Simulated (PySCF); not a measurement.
# DyH4O4 (Dy(OH)4): the cost of one run

Computed with PySCF 2.14.0. Level: several levels, as the steps say, no spin–orbit coupling.

1 further run of the same task is left out (for a known fault of the program).

## (1) The starting structure

9 atoms, charge 0, spin multiplicity 1.

Bond lengths: Dy1–O2 1.978 Å, Dy1–O4 1.978 Å, Dy1–O6 1.978 Å, Dy1–O8 1.978 Å, O2–H3 0.956 Å, O4–H5 0.956 Å, O6–H7 0.956 Å, O8–H9 0.956 Å. Angles: O2–Dy1–O4 109.5°, O2–Dy1–O6 109.5°, O2–Dy1–O8 109.5°, O4–Dy1–O6 109.5°, O4–Dy1–O8 109.5°, O6–Dy1–O8 109.5°, Dy1–O2–H3 178.9°, Dy1–O4–H5 178.9°, Dy1–O6–H7 178.9°, Dy1–O8–H9 178.9°.

Coordinates:

```csv
atom,x (Å),y (Å),z (Å)
Dy1,0.00000,0.00000,0.00000
O2,1.24519,1.02833,1.14207
H3,1.85577,1.51032,1.69710
O4,-1.24519,-1.02833,1.14207
H5,-1.85577,-1.51032,1.69710
O6,1.02833,-1.24519,-1.14207
H7,1.51032,-1.85577,-1.69710
O8,-1.02833,1.24519,-1.14207
H9,-1.51032,1.85577,-1.69710
```

Formal oxidation states: Dy +4. Each metal's 8 4f electrons lie in its core potential, so multiplicities, spins and levels count the valence alone. An earlier session relaxed this geometry at PBE0, Dy lcecp-2-SVP with ECP54, O def2-SVP, H def2-SVP (singlet, point group Td).

At PBE0 on the finer grid: E = -347.017231 Eh, frontier levels not given, since the 4f levels lie in the core, Mulliken charge on Dy1 +1.28 e, largest force component 0.003 eV/Å. 

Levels to run: CAM-B3LYP; wB97X; PBE0, TZVP. Hardware: 2 threads of Intel Xeon Platinum 8375C at 2.90GHz (Ice Lake), shared host.

## (2) CAM-B3LYP

Contents of run.py (the lines that set the calculation):

```python
mol = gto.M(atom='''
Dy     0.00000     0.00000     0.00000
O      1.24519     1.02833     1.14207
H      1.85577     1.51032     1.69710
O     -1.24519    -1.02833     1.14207
H     -1.85577    -1.51032     1.69710
O      1.02833    -1.24519    -1.14207
H      1.51032    -1.85577    -1.69710
O     -1.02833     1.24519    -1.14207
H     -1.51032     1.85577    -1.69710''',
    basis={'Dy': 'lcecp-2-SVP', 'O': 'def2-SVP', 'H': 'def2-SVP'},
    ecp={'Dy': 'lcecp-2-SVP'},
    charge=0, spin=0)
mf = dft.RKS(mol, xc='CAMB3LYP')
mf.grids.atom_grid = (75, 302)  # f atoms: unpruned, at least (60, 302)
mf = mf.density_fit()  # fitting sets: Dy AutoAux, O def2-universal-JKFIT, H def2-universal-JKFIT
mf.conv_tol = 1e-08; mf.max_cycle = 55
mf.kernel(dm0)  # dm0: the density of the relaxed state
```

Command:

```bash
$ OMP_NUM_THREADS=2 python run.py
```

**Question.** How long does this run take on 2 threads of Intel Xeon Platinum 8375C at 2.90GHz (Ice Lake), shared host?

About 9.1 s.
